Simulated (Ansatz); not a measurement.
# C7H5NS: basis-set convergence

An exercise on one series of results from a longer session: the logs are not shown, and one member is left open.

Method: one geometry, several basis sets; program: Ansatz 0.2.0, Gaussian basis.

Plan: PBE0-D4/def2-SVP; ωB97M-V/def2-SVP; PBE0-D4/def2-QZVPP; ωB97M-V/def2-QZVPP; the functionals' def2-TZVPP values are taken from earlier runs.

**The geometry**

An earlier PBE0-D4 in a triple-zeta def2 set relaxation fixed the geometry.

SMILES `c1ccc2scnc2c1`, 14 atoms, charge 0, spin multiplicity 1.

Atoms are counted from 1 here; the program's logs count them from 0.

Bond lengths: C1–C2 1.399 Å, C1–C9 1.379 Å, C1–H10 1.084 Å, C2–C3 1.381 Å, C2–H11 1.084 Å, C3–C4 1.390 Å, C3–H12 1.083 Å, C4–S5 1.724 Å, C4–C8 1.408 Å, S5–C6 1.734 Å, C6–N7 1.285 Å, C6–H13 1.083 Å, N7–C8 1.377 Å, C8–C9 1.394 Å, C9–H14 1.083 Å. Angles: C2–C1–C9 121.0°, C2–C1–H10 119.3°, C9–C1–H10 119.7°, C1–C2–C3 121.1°, C1–C2–H11 119.5°, C3–C2–H11 119.4°, C2–C3–C4 117.9°, C2–C3–H12 120.9°, C4–C3–H12 121.2°, C3–C4–S5 129.5°, C3–C4–C8 121.5°, S5–C4–C8 109.0°, C4–S5–C6 88.8°, S5–C6–N7 116.8°, S5–C6–H13 119.7°, N7–C6–H13 123.6°, C6–N7–C8 110.3°, C4–C8–N7 115.1° and more.

The first run:

in.yaml reads:

```yaml
crystal:
  periodic: [false, false, false]
  atoms:
    - {symbol: C, position_ang: [-0.131004, -1.866427, -0.436147]}
    - {symbol: C, position_ang: [1.212315, -1.537610, -0.225265]}
    - {symbol: C, position_ang: [1.588309, -0.250607, 0.104562]}
    - {symbol: C, position_ang: [0.589885, 0.710170, 0.220822]}
    - {symbol: S, position_ang: [0.718931, 2.384277, 0.613226]}
    - {symbol: C, position_ang: [-1.004469, 2.515017, 0.467794]}
    - {symbol: N, position_ang: [-1.642474, 1.442575, 0.160003]}
    - {symbol: C, position_ang: [-0.765573, 0.392027, 0.011060]}
    - {symbol: C, position_ang: [-1.121780, -0.914537, -0.321116]}
    - {symbol: H, position_ang: [-0.393942, -2.885601, -0.693725]}
    - {symbol: H, position_ang: [1.971666, -2.304651, -0.322024]}
    - {symbol: H, position_ang: [2.629484, -0.000307, 0.267053]}
    - {symbol: H, position_ang: [-1.485810, 3.470671, 0.635369]}
    - {symbol: H, position_ang: [-2.165547, -1.155009, -0.481614]}
basis:
  gaussian: {orbitals: def2-SVP}
hamiltonian: {xc: pbe0, dispersion: d4}
output: {orbitals: {seedname: orbitals}}
```

Command:

```
$ ansatz run in.yaml --threads 2 --pin off --events-out ev --progress --plain --max-ram 32768MiB --backend cpu
```

Among the steps run: PBE0-D4 in def2-SVP; ωB97M-V in def2-SVP; PBE0-D4 in def2-QZVPP; ωB97M-V in def2-QZVPP.

One of the session's tables, all rows but one given; the rest of the session is left out.

It belongs to the step «Density functionals: the series». 

```
functional       basis  HOMO (eV)
   PBE0-D4    def2-SVP          ?
   PBE0-D4  def2-TZVPP      -6.93
   PBE0-D4  def2-QZVPP      -6.95
   ωB97M-V    def2-SVP      -8.85
   ωB97M-V  def2-TZVPP      -8.89
   ωB97M-V  def2-QZVPP      -8.91
```

**Question.** Estimate the row for PBE0-D4, def2-SVP.

**Answer.** HOMO (eV): -6.92. In the column «HOMO (eV)» it is the highest.
